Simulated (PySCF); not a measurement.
**[HfCl2]2+: other functionals and bases at one geometry**

The task here is to estimate one member of a computed series from the others.

Program: PySCF 2.14.0. Level of theory: several levels, as the steps say, no spin–orbit coupling. These are calculated values, not measurements.

1 further run of the same task is left out (for a known fault of the program).

**The starting structure**

3 atoms, charge 2, spin multiplicity 1.

Bond lengths: Hf1–Cl2 2.202 Å, Hf1–Cl3 2.202 Å. Angles: Cl2–Hf1–Cl3 102.2°.

As a file:

```
Hf    0.0000    0.0000   -0.5483
Cl    1.7143    0.0000    0.8340
Cl   -1.7143    0.0000    0.8340
```

Formal oxidation states: Hf +4. An earlier session relaxed this geometry at PBE0, Hf def2-SVP with ECP60, Cl def2-SVP (singlet, point group C2v).

At PBE0 on the finer grid: E = -967.110318 Eh, HOMO -20.70 eV, LUMO -15.68 eV, Mulliken charge on Hf1 +1.60 e, largest force component 0.034 eV/Å. 

Levels to run: HF; BP86; PBE0, TZVP. Hardware: 2 threads of Intel Xeon Platinum 8259CL at 2.50GHz (Skylake/Cascade Lake), shared host.

The first run:

Contents of run.py (the lines that set the calculation):

```python
mol = gto.M(atom='''
Hf     0.00000     0.00000    -0.54828
Cl     1.71429     0.00000     0.83396
Cl    -1.71429     0.00000     0.83396''',
    basis={'Hf': 'def2-SVP', 'Cl': 'def2-SVP'},
    ecp={'Hf': 'def2-SVP'},
    charge=2, spin=0)
mf = scf.RHF(mol)
mf = mf.density_fit()  # fitting sets: Hf def2-universal-JKFIT, Cl def2-universal-JKFIT
mf.conv_tol = 1e-08; mf.max_cycle = 55
mf.kernel(dm0)  # dm0: the density of the relaxed state
```

On the command line:

```console
> OMP_NUM_THREADS=2 python run.py
```

Steps of the session up to this table: HF; BP86; PBE0, TZVP.

One of the session's tables, all rows but one given; the rest of the session is left out.

| level | HOMO (eV) | gap (eV) | charge on Hf1 (e) | dipole (D) | largest force component (eV/Å) |
| --- | --- | --- | --- | --- | --- |
| PBE0 (relaxed here) | -20.70 | 5.02 | 1.60 | 3.81 | 0.03 |
| HF | ? | ? | ? | ? | ? |
| BP86 | -19.53 | 3.09 | 1.51 | 3.23 | 0.62 |
| PBE0, TZVP | -20.52 | 5.04 | 1.75 | 3.51 | 0.55 |

Estimate the missing values for HF.

The run gave: HOMO (eV): -23.52; gap (eV): 10.94; charge on Hf1 (e): 1.88; dipole (D): 5.41; largest force component (eV/Å): 0.35. In the column «HOMO (eV)» it is the lowest.

The dipole of a charged species depends on the origin, so these sizes hold for this origin alone.

In one basis the HOMO–LUMO gap runs from 3.09 eV (BP86) to 10.94 eV (HF). The largest leftover force, 0.62 eV/Å with BP86, stands at a geometry relaxed at another level. Total energies of different levels can't be compared.
